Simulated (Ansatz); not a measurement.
**H₃O+ with HBr: structure and interaction energy**

Aim: relax the pair, then compute its interaction energy with counterpoise at many levels, up to CCSD(T).

Method: PBE0-D4 structure, single points in def2-TZVPPD; program: Ansatz 0.2.0, Gaussian basis.

Levels: PBE-D4, revPBE-D4, BLYP-D4, r2SCAN-D4, B97M-V, PBE0-D4, B3LYP-D4, HSE06-D4, wB97X-V, wB97M-V, B2PLYP, Hartree-Fock, MP2, CCSD, CCSD(T). The reference is CCSD(T) extrapolated to the basis limit. For elements past Ar these valence bases correlate outer-core shells poorly and lack relativity, so that limit is rough.

Cores are frozen in the correlated methods. Filled d shells of the heavier atoms are correlated. B3LYP uses VWN-RPA correlation. B2PLYP carries no dispersion term here.

176 further runs of the same task are left out: 176 set aside as unsound or not needed.

## (1) Where the work starts

The pair, from a GFN2-xTB docking trial: 6 atoms, charge 1, spin multiplicity 1.

Atoms are counted from 1 here; the program's logs count them from 0.

Bond lengths: O1–H2 0.983 Å, O1–H3 0.989 Å, O1–H4 0.982 Å, Br5–H6 1.376 Å. Angles: H2–O1–H3 108.2°, H2–O1–H4 111.2°, H3–O1–H4 111.0°.

Geometry (Å):

```
O    -0.09800    0.07860   -1.40850
H     0.67330    0.62520   -1.14040
H    -0.65260   -0.08730   -0.60600
H     0.19020   -0.76600   -1.81740
Br    0.00850    0.05680    1.80140
H    -0.12140    0.09270    3.17090
```

Atoms 1 to 4 are fragment A (H₃O+), the rest fragment B (HBr).

## (2) A first relaxation in a small basis

pre/in.yaml

```yaml
crystal:
  periodic: [false, false, false]
  atoms:
    - {symbol: O, position_ang: [-0.098000, 0.078600, -1.408500]}
    - {symbol: H, position_ang: [0.673300, 0.625200, -1.140400]}
    - {symbol: H, position_ang: [-0.652600, -0.087300, -0.606000]}
    - {symbol: H, position_ang: [0.190200, -0.766000, -1.817400]}
    - {symbol: Br, position_ang: [0.008500, 0.056800, 1.801400]}
    - {symbol: H, position_ang: [-0.121400, 0.092700, 3.170900]}
basis:
  gaussian: {orbitals: def2-SVP}
total_charge: 1
hamiltonian: {xc: pbe, dispersion: d4}
relax: {f_tol: 0.03, max_steps: 250}
```

Launch:

```
> ansatz run in.yaml --threads 2 --pin off --events-out ev --progress --plain --max-ram 5222MiB
```

After this run come: Relaxation at PBE0-D4; PBE-D4/def2-TZVPPD; r2SCAN-D4/def2-TZVPPD; PBE0-D4/def2-TZVPPD; B3LYP-D4/def2-TZVPPD; wB97X-V/def2-TZVPPD; wB97M-V/def2-TZVPPD; B2PLYP/def2-TZVPPD; BLYP-D4/def2-TZVPPD; revPBE-D4/def2-TZVPPD; B97M-V/def2-TZVPPD; HSE06-D4/def2-TZVPPD; CCSD(T)/def2-TZVPPD; MP2/def2-QZVPPD; Hartree-Fock/STO-3G; PBE-D4/STO-3G; B3LYP-D4/6-31G; SPW92/def2-SVP; PBE-D4/def2-SVP; PBE0-D4/def2-SVP; wB97M-V/def2-SVP; CCSD(T)/def2-SVP; Vibrations of the pair.

**Question.** What will these runs give? Wanted: interaction energy, CCSD(T)/CBS; of it Hartree-Fock; D4 term of PBE0-D4; shortest contact; lowest wavenumber.

As calculated:

```
                        quantity          value
 interaction energy, CCSD(T)/CBS  -74.66 kJ/mol
of it Hartree-Fock (basis limit)  -55.16 kJ/mol
              D4 term of PBE0-D4   -2.51 kJ/mol
                shortest contact  H3–Br5 1.99 Å
               lowest wavenumber       136 cm⁻¹
```

In words: The pair is bound by 74.66 kJ/mol at fixed fragment shapes. Hartree-Fock gives 74 % of it, so electrostatics, induction and charge transfer lead. Among the functionals B2PLYP lands nearest to CCSD(T)/CBS (-0.58 kJ/mol) and PBE-D4 farthest (-14.90 kJ/mol). By rung, the mean size of the error is: GGA 12.23, meta-GGA 6.96, hybrid 8.50, screened hybrid 9.87, range-separated hybrid 1.67, double hybrid 0.58 kJ/mol. PBE-D4 gives an interaction energy 14.90 kJ/mol too low, an error of 20 % of the reference. CCSD(T) moves by -3.81 kJ/mol from triple zeta to the limit; gaps between functionals far smaller than that don't rank them. A lower arrangement may exist.
